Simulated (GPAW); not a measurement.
# KPt (P-6m2) in GPAW: convergence with k mesh

Aim: find how far k mesh must go before the results for KPt settle, at PBE. This setting moves, with any that are tied to it; all else stays.

All numbers are computed with GPAW 26.7.0; they aren't measurements. Logs are shortened: lines on timing, memory, paths and dates and some standing lists are left out, and cuts for length are marked. The log counts tension as positive stress, the text compression.

### 1 Starting point

Symmetry: P-6m2, No. 187, hexagonal system. Conventional cell: a = 3.001 Å, b = 3.001 Å, c = 5.346 Å, α = 90.00°, β = 90.00°, γ = 120.00°. Pt (site symmetry -6m2) has 6 Pt at 3.00 Å and 6 K at 3.19 Å as nearest neighbours. K (site symmetry -6m2) is surrounded by 6 K at 3.00 Å and 6 Pt at 3.19 Å.

The cell comes from a database or a generator and needn't be the stable form of this composition.

### 2 With k mesh 2 × 2 × 1

The input, run.py:

```python
from ase.dft.bandgap import bandgap
from ase.io import read, write
from ase.units import GPa
from gpaw import GPAW, PW

atoms = read('POSCAR')

calc = GPAW(mode=PW(600),
            xc='PBE',
            kpts={'size': (2, 2, 1), 'gamma': True},
            occupations={'name': 'fermi-dirac', 'width': 0.05},
            nbands=24,
            convergence={'density': 1e-05, 'energy': 1e-05},
            maxiter=100,
            txt='gpaw.txt')
atoms.calc = calc
energy = atoms.get_potential_energy()
forces = atoms.get_forces()
stress = atoms.get_stress()
calc.write('gs.gpw')
write('result.traj', atoms)
print(f'Energy: {energy:.6f} eV')
print('Forces (eV/A):')
print(forces.round(4))
print('Stress (GPa):', (stress / GPa).round(3))
print('Fermi level:', round(calc.get_fermi_level(), 4), 'eV')
print(f'Gap: {bandgap(calc)[0]:.4f} eV, direct: {bandgap(calc, direct=True)[0]:.4f} eV')
```

The input, POSCAR:

```
KPt
1.0
    3.0008472788      0.0000000000      0.0000000000
   -1.5004236394      2.5988099763      0.0000000000
    0.0000000000      0.0000000000      5.3455780000
Pt K
1 1
Direct
    0.6666666667      0.3333333333      0.0000000000
    0.0000000000      0.0000000000      0.5000000000
```

Potentials or basis: GPAW PAW data sets (gpaw-data 1.2.1), pw.

Command:

```
OMP_NUM_THREADS=1 python run.py
```

gpaw.txt:

```text
__  _  _
 | _ |_)|_||  |
 |__||  | ||/\| - 26.7.0

Input parameters:
  mode=PW(ecut=600.0),
  convergence={'density': 1e-05, 'energy': 1e-05},
  kpts=MonkhorstPack(size=(2, 2, 1), gamma=True),
  maxiter=100,
  nbands=24,
  occupations=Occupations(name='fermi-dirac', width=0.05),
  xc=XC(name='PBE')

Diagonalizing LCAO Hamiltonian
Converting LCAO to pw mode

       K

            Pt

Atoms  # Å, Bohr magnetons
|   | symbol |        x |        y |        z |    initial magnetic moments |
|---|--------|----------|----------|----------|-----------------------------|
| 0 |     Pt | 1.500424 | 0.866270 | 0.000000 | ( 0.0000,  0.0000,  0.0000) |
| 1 |      K | 0.000000 | 0.000000 | 2.672789 | ( 0.0000,  0.0000,  0.0000) |

Unit cell  # Å
| periodic |         x |        y |        z |  lengths |     angles |
|----------|-----------|----------|----------|----------|------------|
|      yes |  3.000847 | 0.000000 | 0.000000 | 3.000847 |  90.000000 |
|      yes | -1.500424 | 2.598810 | 0.000000 | 3.000847 |  90.000000 |
|      yes |  0.000000 | 0.000000 | 5.345578 | 5.345578 | 120.000000 |

Number of symmetries: 12
Symmetry operations  # r_c * U_cc + t_c -> r_c
|    | kind |            matrix            |
|----|------|------------------------------|
|  0 |  σ   |  1, 1, 0,  0,-1, 0,  0, 0, 1 |
|  1 |  C2  |  1, 1, 0,  0,-1, 0,  0, 0,-1 |
|  2 |  E   |  1, 0, 0,  0, 1, 0,  0, 0, 1 |
|  3 |  σ   |  1, 0, 0,  0, 1, 0,  0, 0,-1 |
|  4 |  C3  |  0, 1, 0, -1,-1, 0,  0, 0, 1 |
|  5 |  S3  |  0, 1, 0, -1,-1, 0,  0, 0,-1 |
|  6 |  σ   |  0,-1, 0, -1, 0, 0,  0, 0, 1 |
|  7 |  C2  |  0,-1, 0, -1, 0, 0,  0, 0,-1 |
|  8 |  σ   | -1, 0, 0,  1, 1, 0,  0, 0, 1 |
|  9 |  C2  | -1, 0, 0,  1, 1, 0,  0, 0,-1 |
| 10 |  C3  | -1,-1, 0,  1, 0, 0,  0, 0, 1 |
| 11 |  S3  | -1,-1, 0,  1, 0, 0,  0, 0,-1 |

BZ-sampling:
  Number of BZ points: 4
  Number of IBZ points: 2

  Monkhorst-Pack size: [2, 2, 1]
  Monkhorst-Pack shift: [0.25, 0.25, 0.0]

K-points  # in reciprocal-cell coordinates
|   |                                coordinates |     weight |
|---|--------------------------------------------|------------|
| 0 | (  0.00000000,   0.00000000,   0.00000000) | 0.25000000 |
[... 76 lines left out ...]

eigensolver:
  PPCG
  Converge bands: occupied
  niter=2

density mixing:
  MSR1-Mixer
  Pratt-step length: 0.05
  Maximum mixing coefficient: 0.75
  Old densities: 10
  SVD Regularization: 0.005
  Good broyden scale: 1.0
  Trust region scale: 1.0
  Backstep threshold: 4.0
  History deletion threshold: 6.0
  Fourier metric: weight=20.0, sigma=0.015

occupation numbers:
  Fermi-Dirac:
    width: 0.0500  # eV

poisson solver:
  ecut: 4800.0  # eV

xc functional:
[... 9 lines left out ...]
|iter     | |      energy | eigst |  dens |
|---------|-|-------------|-------|-------|
|iter:   1| |   -4.833052 | +0.22 |       |
|iter:   2| |   -4.736528 | -1.80 | -1.11 |
|iter:   3| |   -4.645607 | -3.21 | -1.35 |
|iter:   4| |   -4.541524 | -2.78 | -1.47 |
|iter:   5| |   -4.523491 | -2.78 | -1.72 |
|iter:   6| |   -4.533074 | -3.36 | -2.07 |
|iter:   7| |   -4.530429 | -3.80 | -2.17 |
|iter:   8| |   -4.529700 | -5.06 | -2.57 |
|iter:   9| |   -4.528834 | -5.45 | -2.86 |
|iter:  10| |   -4.528827 | -7.18 | -3.75 |
|iter:  11| |   -4.528760c| -7.96c| -3.95 |
|iter:  12| |   -4.528761c| -8.05c| -4.88 |
|iter:  13| |   -4.528757c| -8.94c| -5.36c|

Converged in 13 steps
Energy contributions relative to reference atoms: (reference = -516757.615986)

Energy contributions:
  Kinetic:           4.424207
  Coulomb:           1.231821
  Zero:             -1.336542
  External:          0.000000
  Xc:               -8.809398
  Entropy:          -0.077692
  Spinorbit:         0.000000
  ----------------------------
  Free energy:      -4.567603
  Extrapolated:     -4.528757

dipole moment: (-2.500885, -11.187263, -17.848070)  # |e|*Ang

Fermi level: 8.179
Eigenvalues  # (at kpt = [0.000, 0.000, 0.000])
| band index |      eig [eV] | occ [0-2] |
|------------|---------------|-----------|
|          0 |       -43.676 |     2.000 |
|        ... |               |           |
|          5 |        -6.507 |     2.000 |
|          6 |        -6.507 |     2.000 |
|          7 |         1.254 |     2.000 |
|          8 |         4.626 |     2.000 |
|          9 |         5.584 |     2.000 |
|         10 |         5.584 |     2.000 |
[... 8 lines left out ...]
|         19 |        17.477 |     0.000 |
|         20 |        22.179 |     0.000 |
|        ... |               |           |
|         23 |        27.038 |     0.000 |

No gap
No difference between direct/indirect transitions

Forces  # eV/Ang
|       x |       y |       z |
|---------|---------|---------|
| 0.00000 | 0.00000 | 0.00000 |  # Pt   0
| 0.00000 | 0.00000 | 0.00000 |  # K    1

Stress tensor  # eV/Ang^3
|         x |         y |        z |
|-----------|-----------|----------|
| -0.165527 |  0.000000 | 0.000000 |
| -0.000000 | -0.165527 | 0.000000 |
|  0.000000 |  0.000000 | 0.044558 |

# Writing to gs.gpw (mode='')
```

Wall time 3.4 s (1 thread of Intel Xeon Platinum 8488C (Sapphire Rapids), shared host); peak memory 0.14 GiB.

What came out:

- Free energy: -4.5676 eV
- Pressure: 15.3 GPa
- Band gap on the k mesh: none (metal or under the smearing width)

### 3 With k mesh 3 × 3 × 2

run.py: that of step 2 with these lines changed.

```diff
@@ -9,3 +9,3 @@
             xc='PBE',
-            kpts={'size': (2, 2, 1), 'gamma': True},
+            kpts={'size': (3, 3, 2), 'gamma': True},
             occupations={'name': 'fermi-dirac', 'width': 0.05},
```

POSCAR is that of step 2.

Potentials or basis: GPAW PAW data sets (gpaw-data 1.2.1), pw.

Command:

```
OMP_NUM_THREADS=1 python run.py
```

Run time: 4.8 s. Hardware: 1 thread of Intel Xeon Platinum 8488C (Sapphire Rapids), shared host; peak memory 0.15 GiB.

Results:

- Free energy: -6.7942 eV
- Pressure: 2.6 GPa
- Band gap on the k mesh: none (metal or under the smearing width)

### 4 With k mesh 4 × 4 × 2

run.py: that of step 3 with these lines changed.

```diff
@@ -9,3 +9,3 @@
             xc='PBE',
-            kpts={'size': (3, 3, 2), 'gamma': True},
+            kpts={'size': (4, 4, 2), 'gamma': True},
             occupations={'name': 'fermi-dirac', 'width': 0.05},
```

POSCAR is that of step 3.

Command:

```
OMP_NUM_THREADS=1 python run.py
```

Run time: 5.6 s. Hardware: 1 thread of Intel Xeon Platinum 8488C (Sapphire Rapids), shared host; peak memory 0.15 GiB.

What came out:

* Free energy: -7.1651 eV
* Pressure: 1.0 GPa
* Band gap on the k mesh: none (metal or under the smearing width)

### 5 With k mesh 5 × 5 × 3

run.py: that of step 4 with these lines changed.

```diff
@@ -9,3 +9,3 @@
             xc='PBE',
-            kpts={'size': (4, 4, 2), 'gamma': True},
+            kpts={'size': (5, 5, 3), 'gamma': True},
             occupations={'name': 'fermi-dirac', 'width': 0.05},
```

POSCAR is that of step 4.

Command:

```
OMP_NUM_THREADS=1 python run.py
```

It took 6.3 s on 1 thread of Intel Xeon Platinum 8488C (Sapphire Rapids), shared host; peak memory 0.15 GiB.

It converged, with:

```
Free energy            : -6.9509 eV
Pressure               : 0.5 GPa
Band gap on the k mesh : none (metal or under the smearing width)
```

### 6 With k mesh 6 × 6 × 3

run.py: that of step 5 with these lines changed.

```diff
@@ -9,3 +9,3 @@
             xc='PBE',
-            kpts={'size': (5, 5, 3), 'gamma': True},
+            kpts={'size': (6, 6, 3), 'gamma': True},
             occupations={'name': 'fermi-dirac', 'width': 0.05},
```

POSCAR is that of step 5.

Potentials or basis: GPAW PAW data sets (gpaw-data 1.2.1), pw.

Command:

```
OMP_NUM_THREADS=1 python run.py
```

Run time: 7.8 s. Hardware: 1 thread of Intel Xeon Platinum 8488C (Sapphire Rapids), shared host; peak memory 0.15 GiB.

Results (log left out):

* Free energy: -7.1788 eV
* Pressure: 0.4 GPa
* Band gap on the k mesh: none (metal or under the smearing width)

### 7 With k mesh 8 × 8 × 4

run.py: that of step 6 with these lines changed.

```diff
@@ -9,3 +9,3 @@
             xc='PBE',
-            kpts={'size': (6, 6, 3), 'gamma': True},
+            kpts={'size': (8, 8, 4), 'gamma': True},
             occupations={'name': 'fermi-dirac', 'width': 0.05},
```

POSCAR is that of step 6.

Command:

```
OMP_NUM_THREADS=1 python run.py
```

Run time: 15 s. Hardware: 1 thread of Intel Xeon Platinum 8488C (Sapphire Rapids), shared host; peak memory 0.16 GiB.

Results (log left out):

- Free energy: -7.1073 eV
- Pressure: 0.5 GPa
- Band gap on the k mesh: none (metal or under the smearing width)

### 8 With k mesh 9 × 9 × 5

run.py: that of step 7 with these lines changed.

```diff
@@ -9,3 +9,3 @@
             xc='PBE',
-            kpts={'size': (8, 8, 4), 'gamma': True},
+            kpts={'size': (9, 9, 5), 'gamma': True},
             occupations={'name': 'fermi-dirac', 'width': 0.05},
```

POSCAR is that of step 7.

Command:

```
OMP_NUM_THREADS=1 python run.py
```

It took 17 s on 1 thread of Intel Xeon Platinum 8488C (Sapphire Rapids), shared host; peak memory 0.17 GiB.

The run converged. Its results:

```
Free energy            : -7.1157 eV
Pressure               : 0.6 GPa
Band gap on the k mesh : none (metal or under the smearing width)
```

### 9 With k mesh 11 × 11 × 6

run.py: that of step 8 with these lines changed.

```diff
@@ -9,3 +9,3 @@
             xc='PBE',
-            kpts={'size': (9, 9, 5), 'gamma': True},
+            kpts={'size': (11, 11, 6), 'gamma': True},
             occupations={'name': 'fermi-dirac', 'width': 0.05},
```

POSCAR is that of step 8.

Potentials or basis: GPAW PAW data sets (gpaw-data 1.2.1), pw.

Command:

```
OMP_NUM_THREADS=1 python run.py
```

It took 29 s on 1 thread of Intel Xeon Platinum 8488C (Sapphire Rapids), shared host; peak memory 0.19 GiB.

The run converged. Its results:

* Free energy: -7.1253 eV
* Pressure: 0.5 GPa
* Band gap on the k mesh: none (metal or under the smearing width)

### 10 With k mesh 14 × 14 × 7

run.py: that of step 9 with these lines changed.

```diff
@@ -9,3 +9,3 @@
             xc='PBE',
-            kpts={'size': (11, 11, 6), 'gamma': True},
+            kpts={'size': (14, 14, 7), 'gamma': True},
             occupations={'name': 'fermi-dirac', 'width': 0.05},
```

POSCAR is that of step 9.

Command:

```
OMP_NUM_THREADS=1 python run.py
```

Wall time 40 s (1 thread of Intel Xeon Platinum 8488C (Sapphire Rapids), shared host); peak memory 0.22 GiB.

It converged, with:

```yaml
Free_energy: -7.1173 eV
Pressure: 0.3 GPa
Band_gap_on_the_k_mesh: none (metal or under the smearing width)
```

### 11 Summary

```tsv
k mesh	energy less the tightest run, at zero smearing (meV/atom)	pressure (GPa)	SCF cycles	CPU time (s)	peak memory (GiB)
2 × 2 × 1	1293.12	15.30	13	3.4	0.14
3 × 3 × 2	172.69	2.62	11	4.8	0.15
4 × 4 × 2	-23.45	1.02	11	5.6	0.15
5 × 5 × 3	85.33	0.53	11	6.3	0.15
6 × 6 × 3	-30.47	0.43	11	7.8	0.15
8 × 8 × 4	7.11	0.49	11	15	0.16
9 × 9 × 5	1.41	0.56	11	17	0.17
11 × 11 × 6	-3.94	0.53	11	29	0.19
14 × 14 × 7	0.00	0.34	11	40	0.22
```

Not settled before the last step: the energy (to 1 meV/atom), the pressure (to 0.1 GPa). Meshes of other sizes hit other points, so gaps and Fermi surfaces needn't settle smoothly. The tightest run that finished is the yardstick and may itself not be fully converged.
